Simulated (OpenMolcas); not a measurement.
# triplet C2H5ClSi: levels of theory compared

We compute a comparison of 6 runs (UHF/STO-3G, UHF/def2-SVP, UB3LYP/6-31G*, U-r2SCAN/def2-SVP, UM06-2X/def2-SVP, ROCCSD(T)/def2-SVP) of triplet C2H5ClSi. 

The results are computed with OpenMolcas 26.06.

### Step 1. The structure to begin with

The species is C2H5ClSi (9 atoms), meant as a triplet with charge 0. As SMILES of the parent species, `ClC1C[SiH2]1`. Geometry: relaxed at PBE0-D4/def2-TZVP. That shape belongs to the parent species and isn't relaxed for this state.

Bond lengths: Cl1–C2 1.761 Å, C2–C3 1.532 Å, C2–Si4 1.855 Å, C3–Si4 1.853 Å, C2–H5 1.084 Å, C3–H6 1.086 Å, C3–H7 1.085 Å, Si4–H8 1.475 Å, Si4–H9 1.478 Å. Some angles: Cl1–C2–C3 117.2°, Cl1–C2–Si4 122.4°, C3–C2–Si4 65.5°, C2–C3–Si4 65.7°, C2–Si4–C3 48.8°, Cl1–C2–H5 110.3°, C3–C2–H5 115.4°, Si4–C2–H5 119.3°, C2–C3–H6 115.0°, C2–C3–H7 116.2°.

### Step 2. The energy at UHF/STO-3G (run 1)

Contents of struct.xyz:

```xyz
9

Cl    -0.610200    -0.416600    -2.254300
C     -0.442600     0.373500    -0.689900
C      0.930400     0.305100    -0.014300
Si    -0.417500    -0.575100     0.903900
H     -0.899600     1.356600    -0.714500
H      1.659300    -0.322300    -0.518200
H      1.345700     1.248900     0.324100
H     -0.452800    -2.048100     0.838700
H     -1.023900     0.031800     2.107300
```

Contents of calc.input:

```
&GATEWAY
 BasLib=$CurrDir
 Coord=struct.xyz
 Basis=STO-3G
 Group=NoSym

&SEWARD

&SCF
 UHF
 Spin=3
 Thresholds=1e-10 1e-07 1e-07 1e-05
 PrOrbitals=1 1
```

The basis set STO-3G is read from a file made from the Basis Set Exchange's data (not shown).

The run is started by

```sh
$ export MOLCAS_MEM=1860
$ pymolcas calc.input > calc.log
```

Log:

```text
--- Start Module: gateway ---
[...]
--- Stop Module: gateway /rc=_RC_ALL_IS_WELL_ ---
--- Start Module: seward ---
[...]
      Basis functions           33
--- Stop Module: seward /rc=_RC_ALL_IS_WELL_ ---
--- Start Module: scf ---
[...]
       Convergence after  28 Iterations
[...]
::    Total SCF energy                               -817.5888897308
[...]
      Total spin, S                                     1.0066537064
[...]
      Total electronic charge=   48.000000
      Total            charge=   -0.000000
[...]
      Dipole Moment (debye):
      Origin of the operator (angstrom)=   -0.2884   -0.2418   -0.6516
                   X=  6.7558E-01               Y=  1.1470E+00               Z=  2.2556E+00           Total=  2.6191E+00
      Quadrupole Moment (debye*angstrom):
[...]
--- Stop Module: scf /rc=_RC_ALL_IS_WELL_ ---
[...]
```

Run time: 1.6 s. Hardware: 1 thread of Intel Xeon 6975P-C (Granite Rapids), shared host; peak memory 0.37 GiB.

### Step 3. The energy at UHF/def2-SVP (run 2)

Contents of run.inp:

```
>>> EXPORT MOLCAS_PRINT=2

&GATEWAY
 BasLib
 $CurrDir
 Coord
 9
 angstrom
 Cl      -0.610200      -0.416600      -2.254300
 C       -0.442600       0.373500      -0.689900
 C        0.930400       0.305100      -0.014300
 Si      -0.417500      -0.575100       0.903900
 H       -0.899600       1.356600      -0.714500
 H        1.659300      -0.322300      -0.518200
 H        1.345700       1.248900       0.324100
 H       -0.452800      -2.048100       0.838700
 H       -1.023900       0.031800       2.107300
 Basis
 def2-SVP
 Group
 NoSym

&SEWARD

&SCF
 UHF
 Spin
 3
 Thresholds
 1e-10 1e-07 1e-07 1e-05
 PrOrbitals
 1 1
```

The basis set def2-SVP is read from a file made from the Basis Set Exchange's data (not shown).

The run is started by

```sh
$ export MOLCAS_MEM=1860
$ pymolcas run.inp > run.log
```

Log:

```text
--- Start Module: gateway ---
[...]
--- Stop Module: gateway /rc=_RC_ALL_IS_WELL_ ---
--- Start Module: seward ---
[...]
      Basis functions           89
--- Stop Module: seward /rc=_RC_ALL_IS_WELL_ ---
[...]
--- Start Module: scf ---
[...]
       Convergence after  33 Iterations
[...]
::    Total SCF energy                               -826.5383311486
[...]
      Total spin, S                                     1.0114629038
[...]
      Total electronic charge=   48.000000
      Total            charge=   -0.000000
[...]
      Dipole Moment (debye):
      Origin of the operator (angstrom)=   -0.2884   -0.2418   -0.6516
                   X=  1.2834E+00               Y=  2.1629E+00               Z= -9.4519E-01           Total=  2.6868E+00
      Quadrupole Moment (debye*angstrom):
[...]
--- Stop Module: scf /rc=_RC_ALL_IS_WELL_ ---
[...]
```

Run time: 11 s. Hardware: 1 thread of Intel Xeon 6975P-C (Granite Rapids), shared host; peak memory 0.49 GiB.

Runs 3 to 5 aren't shown in full; the table further down has their settings and results.

### Step 4. The energy at ROCCSD(T)/def2-SVP (run 6)

Contents of run.input:

```
* C2H5ClSi CCSD(T)
&GATEWAY
BASLIB
$CurrDir
COORD
9
angstrom
Cl      -0.610200      -0.416600      -2.254300
C       -0.442600       0.373500      -0.689900
C        0.930400       0.305100      -0.014300
Si      -0.417500      -0.575100       0.903900
H       -0.899600       1.356600      -0.714500
H        1.659300      -0.322300      -0.518200
H        1.345700       1.248900       0.324100
H       -0.452800      -2.048100       0.838700
H       -1.023900       0.031800       2.107300
BASIS
def2-SVP
GROUP
NoSym
&SEWARD
&SCF
UHF
SPIN
3
THRESHOLDS
1e-10 1e-07 1e-07 1e-05
PRORBITALS
1 2
&RASSCF
FILEORB
$Project.UnaOrb
SPIN
3
NACTEL
2 0 0
INACTIVE
23
RAS2
2
OUTORBITALS
Canonical
ORBLISTING
NoCore
&MOTRA
JOBIPH
FROZEN
12
&CCSDT
CCT
TRIPLES
3
ITERATIONS
80
ACCURACY
1e-08
EXTRAPOLATION
5 4
```

The basis set def2-SVP is read from a file made from the Basis Set Exchange's data (not shown).

The run is started by

```sh
$ export MOLCAS_MEM=1860
$ pymolcas run.input > run.log
```

Log:

```text
--- Start Module: gateway ---
[...]
--- Stop Module: gateway /rc=_RC_ALL_IS_WELL_ ---
[...]
      Basis functions           89
[...]
       Convergence after  33 Iterations
[...]
::    Total SCF energy                               -826.5383311486
[...]
      Total spin, S                                     1.0114629038
[...]
      Number of active orbitals                  2
[...]
      Spin quantum number                      1.0
[...]
      Active orbitals                            2
[...]
      Number of CSFs                             1
[...]
      Number of root(s) required                 1
[...]
      Convergence after 18 iterations
[...]
      printout of CI-coefficients larger than  0.05 for root  1
      energy=    -826.529741
      conf/sym  11     Coeff  Weight
             1  uu   1.00000 1.00000
      Natural orbitals and occupation numbers for root  1
      sym 1:   1.000000   1.000000
      ************************************************************************************************************************
      *                                                    Final results                                                     *
[...]
::    RASSCF root number  1 Total energy:   -826.52974148
[...]
      Total electronic charge=   48.000000
      Total            charge=   -0.000000
[...]
      Dipole Moment (debye):
      Origin of the operator (angstrom)=   -0.2884   -0.2418   -0.6516
                   X=  1.3345E+00               Y=  2.1352E+00               Z= -9.4514E-01           Total=  2.6895E+00
      Quadrupole Moment (debye*angstrom):
[...]
--- Start Module: motra ---
[...]
      *** WARNING: Default frozen orbitals is overwritten by user input.
      *** Default values:   9
[...]
--- Stop Module: motra /rc=_RC_ALL_IS_WELL_ ---
--- Start Module: ccsdt ---
[...]
      Convergence after                    20  Iterations
      Total energy (diff) :    -827.08913614       0.00000001
[...]
 METHOD                       : CCSD+T(CCSD)+<T3(1)WT1>+<T3(1)UT2> = CCSD(T)
[...]
       CCSD     =      -827.0891361410028
[...]
--- Stop Module: ccsdt /rc=_RC_ALL_IS_WELL_ ---
[...]
```

It took 54 s on 1 thread of Intel Xeon 6975P-C (Granite Rapids), shared host; peak memory 0.49 GiB.

### Step 5. The series

| run | level | Cartesian functions | integration grid | energy (Eh) | dipole moment (D) | HOMO energy (eV) | ⟨S²⟩ | wall time |
| --- | --- | --- | --- | --- | --- | --- | --- | --- |
| 1 | UHF/STO-3G | no | – | -817.588890 | 2.62 | -0.98 | 2.020 | 1.6 s |
| 2 | UHF/def2-SVP | no | – | -826.538331 | 2.69 | -4.30 | 2.035 | 11 s |
| 3 | UB3LYP/6-31G* (Cartesian functions) | yes | UltraFine | -828.682670 | 2.06 | -2.11 | 2.005 | 45 s |
| 4 | U-r2SCAN/def2-SVP | no | UltraFine | -828.289717 | 2.03 | -1.67 | 2.011 | 68 s |
| 5 | UM06-2X/def2-SVP | no | UltraFine | -828.302989 | 2.18 | -2.85 | 2.008 | 73 s |
| 6 | ROCCSD(T)/def2-SVP | no | – | -827.108391 | – | – | – | 54 s |

### Step 6. Summary of results

| quantity | value |
| --- | --- |
| run 6: total energy | -827.10839 Eh |
| run 6: (T) correction | -19.25 mEh |

What this shows: Over runs 1, 2, 3, 4, 5 the dipole moment (its size) runs from 2.03 D (U-r2SCAN/def2-SVP) to 2.69 D (UHF/def2-SVP). Totals of different functionals can't be ranked against each other. In run 1 the basis is minimal, so the values are rough. All runs together took 4.2 min, the longest 73 s.
